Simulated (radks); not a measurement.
# Ga²⁺ in [Ar] 3d10 4s0.5 4p0.5: an all-electron calculation

Aim: the levels, the sizes of the orbitals and the parts of the energy of the gallium ion Ga2+.

Program: radks (a radial shooting solver on a logarithmic mesh, Libxc functionals) version 1. Level of theory: Dirac Kohn-Sham, PBE, spin-unpolarised, spherical densities, finite nucleus; open shells fill j = l - 1/2 first. These are calculated values, not measurements, unless marked.

### 1 The atom as given

```
element            : gallium (Z = 31)
charge             : +2
electrons          : 29
configuration      : [Ar] 3d10 4s0.5 4p0.5
nuclear rms radius : 3.9973 fm
```

### 2 Self-consistent calculation

Input:

```text
Z 31
configuration [Ar] 3d10 4s0.5 4p0.5 5s0 4d0
relativity Dirac
functional pbe,pbe
spin unpolarised
j_filling energy
nucleus finite rms 3.9973 fm
c 137.035999084
```

**Question.** What will this run give?

As calculated:

```
                        quantity                   value
                    total energy     -1942.87183 hartree
exchange-correlation share of it                  3.86 %
                            −T/E                  1.0199
          highest occupied level       4p1/2, -18.306 eV
    most extended occupied level  4p1/2, <r> = 2.49 bohr
 radius at density 0.001 e/bohr³               3.46 bohr
    maxima of the radial density                       3
```

What this shows: The radial density shows 3 maxima for 4 occupied principal shells; where shells overlap, one shows as a shoulder or not at all. Relativity lifts −T/E to 1.020. This is not the tabulated ground configuration, so its levels and sizes aren't those of the ground state, and no measured value stands beside it.
